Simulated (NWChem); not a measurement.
# InH2F (SMILES [F][InH2]) at BP86/def2-SVP (density fitting with weigend coulomb fitting, core potential)

What is the vertical ionisation energy of InH2F at BP86/def2-SVP (density fitting with weigend coulomb fitting, core potential)? 

Program for the calculation: NWChem 7.3.0.

### 1 The molecule

InH2F: 4 atoms, total charge 0, spin state singlet. As SMILES, `[F][InH2]`. Geometry: relaxed at PBE0-D4/def2-TZVP.

Bond lengths: F1–In2 1.961 Å, In2–H3 1.702 Å, In2–H4 1.702 Å. Angles: F1–In2–H3 110.4°, F1–In2–H4 110.4°, H3–In2–H4 139.2°.

### 2 A single-point energy at BP86/def2-SVP (density fitting with weigend coulomb fitting, core potential)

struct.nw reads:

```
start struct
title "FH2In BP86"
memory stack 880 mb heap 220 mb global 1100 mb

geometry noautosym nocenter noautoz
F       -1.631800      -0.629400       0.188600
In       0.194400       0.052300      -0.026300
H        1.304300      -0.965100       0.767900
H        0.188600       1.481900      -0.950400
end

basis spherical bse
* library def2-SVP
end

ecp bse
In library def2-SVP
end

basis "cd basis" spherical
* library "weigend coulomb fitting"
end

dft
xc becke88 perdew86
grid fine
convergence energy 1e-08
iterations 100
mulliken
noprint "final vectors analysis"
end

task dft energy
```

Started as:

```sh
$ nwchem struct.nw > struct.out
```

The program printed (excerpt; [...] marks lines left out):

```text
[...]
          Wavefunction type:  closed shell.
          No. of atoms     :     4
          No. of electrons :    32
[...]
          Charge           :     0
          Spin multiplicity:     1
[...]
          AO basis - number of functions:    50
[...]
              XC Information
              --------------
                    Becke 1988 Exchange Functional  1.000
                Perdew 1981 Correlation Functional  1.000 local
                Perdew 1986 Correlation Functional  1.000 non-local
[...]
 d= 0,ls=0.0,diis     1   -291.1090184494 -3.58D+02  6.39D-02  6.68D-01     0.5
[...]
 d= 0,ls=0.0,diis    10   -291.2057912775 -5.45D-09  1.23D-06  5.33D-09     2.6
         Total DFT energy =     -291.205791277516
      One electron energy =     -610.187760529722
           Coulomb energy =      279.621200677435
    Exchange-Corr. energy =      -28.023592176247
 Nuclear repulsion energy =       67.384360751018
[...]
      Total Density - Mulliken Population Analysis
     ---------------------------------------------
    Atom       Charge   Shell Charges
 -----------   ------   -------------------------------------------------------
    1 F    9     9.40   1.99  1.12  0.84  3.30  2.15  0.00
    2 In  21    20.45  -0.60  2.60  1.00  0.23  2.78  3.23  0.93  0.19  9.61  0.47
    3 H    1     1.08   0.67  0.40  0.01
    4 H    1     1.08   0.67  0.40  0.01
[...]
```

Run time: 3.3 s. Hardware: 1 thread of Intel Xeon 6975P-C (Granite Rapids), shared host; peak memory 0.12 GiB.

### 3 The doublet cation, same level

fh2in.nw reads:

```
echo
start fh2in
memory stack 880 mb heap 220 mb global 1100 mb
charge 1
geometry units angstrom noautosym nocenter noautoz
F    -1.631800   -0.629400    0.188600
In    0.194400    0.052300   -0.026300
H     1.304300   -0.965100    0.767900
H     0.188600    1.481900   -0.950400
end
basis "ao basis" spherical bse
* library def2-SVP
end
ecp bse
In library def2-SVP
end
basis "cd basis" spherical
* library "weigend coulomb fitting"
end
dft
xc becke88 perdew86
mult 2
grid fine
convergence energy 1e-08
maxiter 100
mulliken
print low
end
task dft energy
```

Started as:

```sh
$ nwchem fh2in.nw > fh2in.out
```

The program printed (excerpt; [...] marks lines left out):

```text
[...]
 d= 0,ls=0.0,diis     1   -290.4875215387 -3.58D+02  5.86D-02  6.68D-01     0.7
[...]
 d= 0,ls=0.0,diis    15   -290.8114869559 -5.25D-09  1.99D-07  8.66D-10     6.5
[...]
         Total DFT energy =     -290.811486955909
      One electron energy =     -601.083939465184
           Coulomb energy =      270.573664244400
    Exchange-Corr. energy =      -27.685572486142
 Nuclear repulsion energy =       67.384360751018
[...]
      Total Density - Mulliken Population Analysis
     ---------------------------------------------
    Atom       Charge   Shell Charges
 -----------   ------   -------------------------------------------------------
    1 F    9     9.17   1.99  1.15  0.82  3.26  1.95  0.00
    2 In  21    20.16  -0.60  2.60  1.08  0.13  2.78  3.23  0.81  0.08  9.62  0.43
    3 H    1     0.83   0.60  0.22  0.01
    4 H    1     0.83   0.60  0.22  0.01
[...]
      <S2> =      0.7577 (Exact =     0.7500)
[...]
```

Run time: 7.2 s. Hardware: 1 thread of Intel Xeon 6975P-C (Granite Rapids), shared host; peak memory 0.12 GiB.

### 4 What came out

At BP86/def2-SVP (density fitting with weigend coulomb fitting, core potential):

| quantity | value |
| --- | --- |
| singlet InH2F: total energy | -291.20579 Eh |
| singlet InH2F: dipole moment | 2.66 D |
| doublet cation: total energy | -290.81149 Eh |
| doublet cation: ⟨S²⟩ | 0.758 |
| vertical ionisation energy (to the doublet cation) | 10.730 eV |

In words: The vertical ionisation energy comes to 10.73 eV (1035 kJ/mol).
